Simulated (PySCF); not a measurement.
# [Bi3]3+: other spin states and a change of charge

How does [Bi3]3+ respond at fixed geometry? The runs cover other spin states and a change of charge. It is a constructed species; whether it can be made isn't addressed.

Method: PBE0, Bi def2-SVP with ECP60; scalar-relativistic core potentials, no spin–orbit coupling; program: PySCF 2.14.0.

2 further runs of the same task are left out: 2 for a known fault of the program.

## 1. Where the work starts

3 atoms, charge 3, spin multiplicity 3.

Bond lengths: Bi1–Bi2 3.079 Å, Bi1–Bi3 3.079 Å. Angles: Bi2–Bi1–Bi3 70.4°.

Geometry (Å):

```
atom    x (Å)    y (Å)   z (Å)
 Bi1   1.6767  -0.0001  0.0000
 Bi2  -0.8383   1.7757  0.0000
 Bi3  -0.8385  -1.7756  0.0000
```

An earlier session relaxed this geometry at PBE0, Bi def2-SVP with ECP60 (triplet, point group C2v).

Its energy there is -642.632934 Eh.

## 2. Multiplicity 1 at the relaxed geometry

Input file run.py (the lines that set the calculation):

```python
mol = gto.M(atom='''
Bi     1.67675    -0.00006     0.00000
Bi    -0.83828     1.77570     0.00000
Bi    -0.83847    -1.77564     0.00000''',
    basis={'Bi': 'def2-SVP'},
    ecp={'Bi': 'def2-SVP'},
    charge=3, spin=0)
mf = dft.RKS(mol, xc='PBE0')
mf.grids.atom_grid = (50, 194)
mf = mf.density_fit()  # fitting sets: Bi def2-universal-JKFIT
mf.conv_tol = 1e-08; mf.max_cycle = 55
mf.kernel(dm0)  # dm0: free metal ions and neutral atoms
```

Run with:

```bash
$ OMP_NUM_THREADS=2 python run.py
```

Standard output:

```text
init E= -636.504714600768
  HOMO = -0.919242037129604  LUMO = -0.9056572362066  gap/eV = 0.36966
cycle= 1 E= -642.212654364365  delta_E= -5.71  |g|= 1.21  |ddm|= 4.51
  HOMO = -0.695279879967868  LUMO = -0.671757600825005  gap/eV = 0.64007
cycle= 2 E= -641.830228636772  delta_E= 0.382  |g|= 1.25  |ddm|= 4.74
  HOMO = -0.770060115192466  LUMO = -0.691082922308114  gap/eV = 2.14908
cycle= 3 E= -642.062480520121  delta_E= -0.232  |g|= 1.02  |ddm|= 3.63
  HOMO = -0.754396082093618  LUMO = -0.724928818396677  gap/eV = 0.80185
cycle= 4 E= -642.611232144997  delta_E= -0.549  |g|= 0.0626  |ddm|= 1.76
  HOMO = -0.75451221389603  LUMO = -0.716109194604915  gap/eV = 1.04500
cycle= 5 E= -642.611590634672  delta_E= -0.000358  |g|= 0.0545  |ddm|= 0.219
  HOMO = -0.759168420786916  LUMO = -0.719603592350781  gap/eV = 1.07661
cycle= 6 E= -642.61292350135  delta_E= -0.00133  |g|= 0.0138  |ddm|= 0.0847
  HOMO = -0.758986282480587  LUMO = -0.719633561486822  gap/eV = 1.07084
cycle= 7 E= -642.61281933584  delta_E= 0.000104  |g|= 0.0193  |ddm|= 0.0515
  HOMO = -0.758820219631289  LUMO = -0.719632102055823  gap/eV = 1.06636
cycle= 8 E= -642.61303850873  delta_E= -0.000219  |g|= 0.00149  |ddm|= 0.0377
  HOMO = -0.758801601297915  LUMO = -0.719650853183283  gap/eV = 1.06535
cycle= 9 E= -642.613040324218  delta_E= -1.82e-06  |g|= 0.000431  |ddm|= 0.00521
  HOMO = -0.758791070813696  LUMO = -0.719632583377628  gap/eV = 1.06556
cycle= 10 E= -642.613040537096  delta_E= -2.13e-07  |g|= 0.000119  |ddm|= 0.0016
  HOMO = -0.758797500408597  LUMO = -0.719635683107232  gap/eV = 1.06565
cycle= 11 E= -642.613040590869  delta_E= -5.38e-08  |g|= 1.92e-05  |ddm|= 0.00153
  HOMO = -0.758798050412886  LUMO = -0.719636230212577  gap/eV = 1.06565
cycle= 12 E= -642.61304059145  delta_E= -5.81e-10  |g|= 9.57e-06  |ddm|= 0.000129
  HOMO = -0.758798152023465  LUMO = -0.71963732949082  gap/eV = 1.06562
Extra cycle  E= -642.613040591136  delta_E= 3.14e-10  |g|= 2.69e-05  |ddm|= 6.5e-05
converged SCF energy = -642.613040591136
```

It took 1.1 s on 2 threads of Arm Neoverse V1, shared host.

Result: E = -642.613041 Eh (+0.541 eV from the relaxed state), HOMO -20.65 eV, LUMO -19.58 eV, Mulliken charge on Bi1 +0.85 e. The gap is small, and the closed shell wasn't tested for a lower spin-broken solution.

## 3. Multiplicity 5 at the relaxed geometry

Changes to run.py (the lines that set the calculation) since step 2:

```diff
@@ -6,4 +6,4 @@
     ecp={'Bi': 'def2-SVP'},
-    charge=3, spin=0)
-mf = dft.RKS(mol, xc='PBE0')
+    charge=3, spin=4)
+mf = dft.UKS(mol, xc='PBE0')
 mf.grids.atom_grid = (50, 194)
```

Run with:

```bash
$ OMP_NUM_THREADS=2 python run.py
```

Standard output:

```text
init E= -636.182602634158
cycle= 1 E= -642.316873473301  delta_E= -6.13  |g|= 0.805  |ddm|= 3.25
  HOMO = -0.672147904679  LUMO = -0.635033973933  gap/eV = 1.00992
cycle= 2 E= -642.497726431426  delta_E= -0.181  |g|= 0.45  |ddm|= 2.71
cycle= 3 E= -642.581753774487  delta_E= -0.084  |g|= 0.116  |ddm|= 0.948
  HOMO = -0.739487540835  LUMO = -0.719895557425  gap/eV = 0.53313
cycle= 4 E= -642.594378748761  delta_E= -0.0126  |g|= 0.0365  |ddm|= 0.314
  HOMO = -0.735050134228  LUMO = -0.720077979123  gap/eV = 0.40741
cycle= 5 E= -642.595751632925  delta_E= -0.00137  |g|= 0.00518  |ddm|= 0.083
  HOMO = -0.735961106365  LUMO = -0.720554334587  gap/eV = 0.41924
cycle= 6 E= -642.595781719831  delta_E= -3.01e-05  |g|= 0.000868  |ddm|= 0.0127
  HOMO = -0.736106542539  LUMO = -0.720670283813  gap/eV = 0.42004
cycle= 7 E= -642.595785458895  delta_E= -3.74e-06  |g|= 0.000451  |ddm|= 0.00596
  HOMO = -0.73612754319  LUMO = -0.720687077073  gap/eV = 0.42016
cycle= 8 E= -642.595786242292  delta_E= -7.83e-07  |g|= 0.000452  |ddm|= 0.00351
  HOMO = -0.736136168923  LUMO = -0.720696316096  gap/eV = 0.42014
cycle= 9 E= -642.595786588464  delta_E= -3.46e-07  |g|= 0.000226  |ddm|= 0.00196
  HOMO = -0.736149677751  LUMO = -0.720711146786  gap/eV = 0.42010
cycle= 10 E= -642.595786725676  delta_E= -1.37e-07  |g|= 3.8e-05  |ddm|= 0.00143
  HOMO = -0.73615790838  LUMO = -0.720715581899  gap/eV = 0.42021
cycle= 11 E= -642.595786731313  delta_E= -5.64e-09  |g|= 5.71e-06  |ddm|= 0.00031
  HOMO = -0.736157271395  LUMO = -0.720715407523  gap/eV = 0.42019
Extra cycle  E= -642.595786731471  delta_E= -1.58e-10  |g|= 3.1e-06  |ddm|= 3.51e-05
converged SCF energy = -642.595786731471  <S^2> = 6.00417  2S+1 = 5.0016677
```

Run time: 1.7 s. Hardware: 2 threads of Arm Neoverse V1, shared host.

Result: E = -642.595787 Eh (+1.011 eV from the relaxed state), HOMO -20.03 eV, LUMO -19.61 eV (over both spins), ⟨S²⟩ = 6.004, Mulliken charge on Bi1 +1.01 e. 

## 4. One electron removed, multiplicity 2

Changes to run.py (the lines that set the calculation) since step 3:

```diff
@@ -6,3 +6,3 @@
     ecp={'Bi': 'def2-SVP'},
-    charge=3, spin=4)
+    charge=4, spin=1)
 mf = dft.UKS(mol, xc='PBE0')
@@ -11,2 +11,2 @@
 mf.conv_tol = 1e-08; mf.max_cycle = 55
-mf.kernel(dm0)  # dm0: free metal ions and neutral atoms
+mf.kernel(dm0)  # dm0: the density of the relaxed state
```

Run with:

```bash
$ OMP_NUM_THREADS=2 python run.py
```

Standard output:

```text
init E= -642.632934301369
  HOMO = -0.773813094955  LUMO = -0.6994130876  gap/eV = 2.02453
cycle= 1 E= -641.77991451389  delta_E= 0.853  |g|= 0.105  |ddm|= 0.709
  HOMO = -0.983177616992  LUMO = -0.924859900085  gap/eV = 1.58691
cycle= 2 E= -641.786634877751  delta_E= -0.00672  |g|= 0.072  |ddm|= 0.503
  HOMO = -0.968108041112  LUMO = -0.905566096822  gap/eV = 1.70185
cycle= 3 E= -641.790189191023  delta_E= -0.00355  |g|= 0.0137  |ddm|= 0.158
  HOMO = -0.965633808192  LUMO = -0.904849866846  gap/eV = 1.65402
cycle= 4 E= -641.790248782827  delta_E= -5.96e-05  |g|= 0.0107  |ddm|= 0.0542
  HOMO = -0.965790067502  LUMO = -0.904191955249  gap/eV = 1.67617
cycle= 5 E= -641.79036714983  delta_E= -0.000118  |g|= 0.000986  |ddm|= 0.0258
  HOMO = -0.965719639359  LUMO = -0.904168090654  gap/eV = 1.67490
cycle= 6 E= -641.79036792428  delta_E= -7.74e-07  |g|= 0.000113  |ddm|= 0.00217
  HOMO = -0.965732872985  LUMO = -0.904183554671  gap/eV = 1.67484
cycle= 7 E= -641.790367938328  delta_E= -1.4e-08  |g|= 2.14e-05  |ddm|= 0.000303
  HOMO = -0.965732714173  LUMO = -0.904184966446  gap/eV = 1.67480
cycle= 8 E= -641.790367939105  delta_E= -7.77e-10  |g|= 7.34e-06  |ddm|= 7.2e-05
  HOMO = -0.965732859414  LUMO = -0.904184828907  gap/eV = 1.67481
Extra cycle  E= -641.790367939288  delta_E= -1.83e-10  |g|= 5.26e-06  |ddm|= 4.35e-05
converged SCF energy = -641.790367939288  <S^2> = 0.77543309  2S+1 = 2.0252734
```

It took 1.4 s on 2 threads of Arm Neoverse V1, shared host.

Result: E = -641.790368 Eh (+22.927 eV from the relaxed state), HOMO -26.28 eV, LUMO -24.74 eV (over both spins), ⟨S²⟩ = 0.775, Mulliken charge on Bi1 +1.21 e. 

## 5. One electron removed, multiplicity 4

Changes to run.py (the lines that set the calculation) since step 4:

```diff
@@ -6,3 +6,3 @@
     ecp={'Bi': 'def2-SVP'},
-    charge=4, spin=1)
+    charge=4, spin=3)
 mf = dft.UKS(mol, xc='PBE0')
```

Run with:

```bash
$ OMP_NUM_THREADS=2 python run.py
```

Standard output:

```text
init E= -642.632934301369
  HOMO = -0.77578736357  LUMO = -0.773813094955  gap/eV = 0.05372
cycle= 1 E= -641.774026797591  delta_E= 0.859  |g|= 0.125  |ddm|= 0.798
  HOMO = -0.987861395352  LUMO = -0.945264650885  gap/eV = 1.15912
cycle= 2 E= -641.769681240199  delta_E= 0.00435  |g|= 0.147  |ddm|= 0.661
  HOMO = -0.978152062935  LUMO = -0.917098301381  gap/eV = 1.66136
cycle= 3 E= -641.788734363458  delta_E= -0.0191  |g|= 0.0473  |ddm|= 0.408
  HOMO = -0.974028208444  LUMO = -0.912446983129  gap/eV = 1.67571
cycle= 4 E= -641.790918570206  delta_E= -0.00218  |g|= 0.00934  |ddm|= 0.124
  HOMO = -0.973733158679  LUMO = -0.91038792653  gap/eV = 1.72371
cycle= 5 E= -641.791031682176  delta_E= -0.000113  |g|= 0.0017  |ddm|= 0.0271
  HOMO = -0.973627459354  LUMO = -0.91010035646  gap/eV = 1.72866
cycle= 6 E= -641.791041184743  delta_E= -9.5e-06  |g|= 0.000754  |ddm|= 0.00855
  HOMO = -0.973699393173  LUMO = -0.909992760082  gap/eV = 1.73355
cycle= 7 E= -641.791045938572  delta_E= -4.75e-06  |g|= 0.000311  |ddm|= 0.00797
  HOMO = -0.9737151851  LUMO = -0.909946593406  gap/eV = 1.73523
cycle= 8 E= -641.791047049657  delta_E= -1.11e-06  |g|= 0.000108  |ddm|= 0.00522
  HOMO = -0.973716923409  LUMO = -0.909939392681  gap/eV = 1.73548
cycle= 9 E= -641.791047087295  delta_E= -3.76e-08  |g|= 0.000117  |ddm|= 0.00107
  HOMO = -0.973717223161  LUMO = -0.909939062024  gap/eV = 1.73549
cycle= 10 E= -641.79104710416  delta_E= -1.69e-08  |g|= 4.03e-05  |ddm|= 0.000402
  HOMO = -0.973717310728  LUMO = -0.909940367263  gap/eV = 1.73546
cycle= 11 E= -641.791047106503  delta_E= -2.34e-09  |g|= 4.62e-06  |ddm|= 0.000135
  HOMO = -0.973717108899  LUMO = -0.909939994498  gap/eV = 1.73546
Extra cycle  E= -641.791047106498  delta_E= 4.55e-12  |g|= 7.41e-06  |ddm|= 3.02e-05
converged SCF energy = -641.791047106498  <S^2> = 3.7519416  2S+1 = 4.0009707
```

Wall time 2 s (2 threads of Arm Neoverse V1, shared host).

Read off: E = -641.791047 Eh (+22.909 eV from the relaxed state), HOMO -26.50 eV, LUMO -24.76 eV (over both spins), ⟨S²⟩ = 3.752, Mulliken charge on Bi1 +1.20 e. 

## 6. One electron added, multiplicity 2

Changes to run.py (the lines that set the calculation) since step 5:

```diff
@@ -6,3 +6,3 @@
     ecp={'Bi': 'def2-SVP'},
-    charge=4, spin=3)
+    charge=2, spin=1)
 mf = dft.UKS(mol, xc='PBE0')
```

Run with:

```bash
$ OMP_NUM_THREADS=2 python run.py
```

Standard output:

```text
init E= -642.632934301369
  HOMO = -0.6994130876  LUMO = -0.688279965749  gap/eV = 0.30295
cycle= 1 E= -643.256075312949  delta_E= -0.623  |g|= 0.111  |ddm|= 0.693
  HOMO = -0.547508139809  LUMO = -0.488635946882  gap/eV = 1.60199
cycle= 2 E= -643.258310168684  delta_E= -0.00223  |g|= 0.11  |ddm|= 0.542
  HOMO = -0.567818807697  LUMO = -0.500735417136  gap/eV = 1.82543
cycle= 3 E= -643.263313644375  delta_E= -0.005  |g|= 0.0702  |ddm|= 0.269
  HOMO = -0.569266165627  LUMO = -0.506114670543  gap/eV = 1.71844
cycle= 4 E= -643.268221998778  delta_E= -0.00491  |g|= 0.0113  |ddm|= 0.136
  HOMO = -0.57111879152  LUMO = -0.506983357143  gap/eV = 1.74521
cycle= 5 E= -643.268393512744  delta_E= -0.000172  |g|= 0.00254  |ddm|= 0.0266
  HOMO = -0.571360045559  LUMO = -0.507046441119  gap/eV = 1.75006
cycle= 6 E= -643.268422359465  delta_E= -2.88e-05  |g|= 0.00155  |ddm|= 0.0111
  HOMO = -0.571529410766  LUMO = -0.506896270584  gap/eV = 1.75876
cycle= 7 E= -643.268464538251  delta_E= -4.22e-05  |g|= 0.00131  |ddm|= 0.0211
  HOMO = -0.571647241611  LUMO = -0.506810570038  gap/eV = 1.76430
cycle= 8 E= -643.268483143549  delta_E= -1.86e-05  |g|= 0.00212  |ddm|= 0.0158
  HOMO = -0.571977045154  LUMO = -0.506621324706  gap/eV = 1.77842
cycle= 9 E= -643.268512404292  delta_E= -2.93e-05  |g|= 0.000486  |ddm|= 0.0348
  HOMO = -0.571999779759  LUMO = -0.506596516218  gap/eV = 1.77971
cycle= 10 E= -643.268513127491  delta_E= -7.23e-07  |g|= 0.000157  |ddm|= 0.00586
  HOMO = -0.571957844943  LUMO = -0.506611295001  gap/eV = 1.77817
cycle= 11 E= -643.268513162287  delta_E= -3.48e-08  |g|= 7.88e-05  |ddm|= 0.000854
  HOMO = -0.571975902373  LUMO = -0.506603035442  gap/eV = 1.77889
cycle= 12 E= -643.268513173897  delta_E= -1.16e-08  |g|= 1.88e-05  |ddm|= 0.00056
  HOMO = -0.571973930324  LUMO = -0.506603490131  gap/eV = 1.77882
cycle= 13 E= -643.268513175196  delta_E= -1.3e-09  |g|= 3.87e-06  |ddm|= 0.000139
  HOMO = -0.571973610742  LUMO = -0.506602551322  gap/eV = 1.77884
Extra cycle  E= -643.268513175187  delta_E= 9.55e-12  |g|= 8.48e-06  |ddm|= 2.69e-05
converged SCF energy = -643.268513175187  <S^2> = 0.82284793  2S+1 = 2.0715675
```

It took 2.5 s on 2 threads of Arm Neoverse V1, shared host.

Result: E = -643.268513 Eh (-17.295 eV from the relaxed state), HOMO -15.56 eV, LUMO -13.79 eV (over both spins), ⟨S²⟩ = 0.823, Mulliken charge on Bi1 +0.57 e. 

## 7. One electron added, multiplicity 4

Changes to run.py (the lines that set the calculation) since step 6:

```diff
@@ -6,3 +6,3 @@
     ecp={'Bi': 'def2-SVP'},
-    charge=2, spin=1)
+    charge=2, spin=3)
 mf = dft.UKS(mol, xc='PBE0')
```

Run with:

```bash
$ OMP_NUM_THREADS=2 python run.py
```

Standard output:

```text
init E= -642.632934301369
cycle= 1 E= -643.235213849285  delta_E= -0.602  |g|= 0.123  |ddm|= 0.91
  HOMO = -0.52088619142  LUMO = -0.507566207939  gap/eV = 0.36246
cycle= 2 E= -643.211550098482  delta_E= 0.0237  |g|= 0.199  |ddm|= 0.706
  HOMO = -0.546326794735  LUMO = -0.497093780249  gap/eV = 1.33970
cycle= 3 E= -643.247921333419  delta_E= -0.0364  |g|= 0.0588  |ddm|= 0.445
  HOMO = -0.549921512651  LUMO = -0.508411782978  gap/eV = 1.12954
cycle= 4 E= -643.251210962472  delta_E= -0.00329  |g|= 0.00615  |ddm|= 0.12
  HOMO = -0.55187872904  LUMO = -0.509306714716  gap/eV = 1.15844
cycle= 5 E= -643.251320032498  delta_E= -0.000109  |g|= 0.00297  |ddm|= 0.0275
  HOMO = -0.552240200836  LUMO = -0.50994109007  gap/eV = 1.15102
cycle= 6 E= -643.251349008089  delta_E= -2.9e-05  |g|= 0.00146  |ddm|= 0.0131
  HOMO = -0.552427702014  LUMO = -0.510399876854  gap/eV = 1.14364
cycle= 7 E= -643.251366253866  delta_E= -1.72e-05  |g|= 0.000361  |ddm|= 0.0169
  HOMO = -0.552460782185  LUMO = -0.510493449627  gap/eV = 1.14199
cycle= 8 E= -643.251367211878  delta_E= -9.58e-07  |g|= 0.000194  |ddm|= 0.00398
  HOMO = -0.552472505898  LUMO = -0.510508437246  gap/eV = 1.14190
cycle= 9 E= -643.251367294389  delta_E= -8.25e-08  |g|= 0.000171  |ddm|= 0.00119
  HOMO = -0.552475008837  LUMO = -0.510508612277  gap/eV = 1.14196
cycle= 10 E= -643.251367335971  delta_E= -4.16e-08  |g|= 6.64e-05  |ddm|= 0.00056
  HOMO = -0.552476100753  LUMO = -0.510503260647  gap/eV = 1.14214
cycle= 11 E= -643.251367349124  delta_E= -1.32e-08  |g|= 6.59e-06  |ddm|= 0.000426
  HOMO = -0.552475583223  LUMO = -0.510502212325  gap/eV = 1.14215
cycle= 12 E= -643.251367349417  delta_E= -2.93e-10  |g|= 2.86e-06  |ddm|= 5.72e-05
  HOMO = -0.552475536052  LUMO = -0.510502364208  gap/eV = 1.14215
Extra cycle  E= -643.251367349455  delta_E= -3.74e-11  |g|= 1.48e-06  |ddm|= 1.64e-05
converged SCF energy = -643.251367349455  <S^2> = 3.7823122  2S+1 = 4.0161236
```

It took 2.1 s on 2 threads of Arm Neoverse V1, shared host.

Read off: E = -643.251367 Eh (-16.828 eV from the relaxed state), HOMO -15.03 eV, LUMO -13.89 eV (over both spins), ⟨S²⟩ = 3.782, Mulliken charge on Bi1 +0.67 e. 

## 8. Results

| state | energy from the relaxed state (eV) | ⟨S²⟩ | time |
| --- | --- | --- | --- |
| charge +3, triplet, vacuum (relaxed) | 0 | 2.03 |  |
| charge +2, doublet, vacuum | -17.29 | 0.82 | 2.5 s |
| charge +2, quartet, vacuum | -16.83 | 3.78 | 2.1 s |
| charge +3, singlet, vacuum | 0.54 | 0.00 | 1.1 s |
| charge +3, quintet, vacuum | 1.01 | 6.00 | 1.7 s |
| charge +4, quartet, vacuum | 22.91 | 3.75 | 2 s |
| charge +4, doublet, vacuum | 22.93 | 0.78 | 1.4 s |

An electron taken off or put on is at rest in vacuum. 

Removing an electron vertically costs 22.91 eV (quartet), against −HOMO = 21.06 eV. Adding an electron vertically releases 17.29 eV (doublet). The singlet lies 0.54 eV above at this geometry. The bases are small and lack diffuse functions. Spin–orbit coupling is left out for this open shell, where it can reorder the states. Open shells may have lower solutions than the one found.
